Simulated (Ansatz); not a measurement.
# C2H7NOSi: a dynamics run in two tries

The task is a short trajectory. SMILES of the start: CC1N[SiH]1O.

All numbers below are computed with Ansatz 0.2.0 (UKS PBE0-D4/STO-3G).

**1. The system as given**

Bond lengths: C1–C2 1.528 Å, C2–N3 1.351 Å, N3–Si4 1.819 Å, Si4–O5 1.705 Å, C1–H6 1.109 Å, C1–H7 1.072 Å, C1–H8 1.079 Å, C2–H9 1.105 Å, N3–H10 1.030 Å, Si4–H11 1.472 Å, O5–H12 1.019 Å. Angles (14 of 16 angles, heavy atoms first): C1–C2–N3 127.6°, C2–N3–Si4 130.0°, N3–Si4–O5 102.0°, C1–C2–H9 117.0°, N3–C2–H9 115.3°, C2–C1–H6 112.7°, C2–C1–H7 115.0°, C2–C1–H8 110.7°, C2–N3–H10 114.5°, Si4–N3–H10 111.4°, N3–Si4–H11 99.9°, O5–Si4–H11 102.0°, Si4–O5–H12 103.4°, H6–C1–H7 101.2°.

Structure file:

```xyz
12

C    -1.2627    0.2564    1.7825
C    -0.7744   -0.3386    0.4625
N     0.3103    0.0268   -0.2544
Si    1.3445   -0.9477   -1.3894
O     1.6912    0.1859   -2.6143
H    -2.3616    0.4036    1.8055
H    -0.9150    1.2495    1.9886
H    -1.0647   -0.4186    2.6007
H    -1.3177   -1.2213    0.0789
H     0.8285    0.8279    0.1327
H     0.3089   -1.7781   -2.0244
H     2.4897    0.6984   -2.2416
```

**2. First try**

Contents of input.yaml:

```yaml
crystal:
  periodic: [false, false, false]
  atoms:
    - { symbol: C, position_ang: [-1.262728, 0.256447, 1.78248] }
    - { symbol: C, position_ang: [-0.774363, -0.338606, 0.462531] }
    - { symbol: "N", position_ang: [0.31033, 0.026763, -0.254387] }
    - { symbol: Si, position_ang: [1.344478, -0.947665, -1.389352] }
    - { symbol: O, position_ang: [1.691156, 0.185918, -2.61425] }
    - { symbol: H, position_ang: [-2.361566, 0.403605, 1.805457] }
    - { symbol: H, position_ang: [-0.914998, 1.249533, 1.988634] }
    - { symbol: H, position_ang: [-1.064732, -0.418555, 2.600711] }
    - { symbol: H, position_ang: [-1.317705, -1.221342, 0.078911] }
    - { symbol: H, position_ang: [0.828547, 0.827867, 0.132711] }
    - { symbol: H, position_ang: [0.308889, -1.778128, -2.024352] }
    - { symbol: H, position_ang: [2.489743, 0.698392, -2.241647] }
magnetization:
  spin_polarized: true
basis:
  gaussian: { orbitals: STO-3G }
hamiltonian:
  xc: pbe0
  dispersion: d4
md:
  timestep: 1.0
  n_steps: 25
  ensemble: nvt_langevin
  initial_velocities: maxwell_boltzmann
  seed: 46257
  masses: [{ species: H, mass: 10.0 }]
```

Run with:

```bash
$ ansatz run input.yaml --threads 1 --pin off --max-ram 2048MiB --backend cpu --events-out ev --progress --plain --runs-dir out
```

Before running it: what results should come out? Wanted: first try.

The runs gave:

| quantity | value |
| --- | --- |
| first try | refused |
| cause | a Langevin thermostat is asked for with no temperature to hold |

The fault in the first input was caught at the input check and cost nothing.
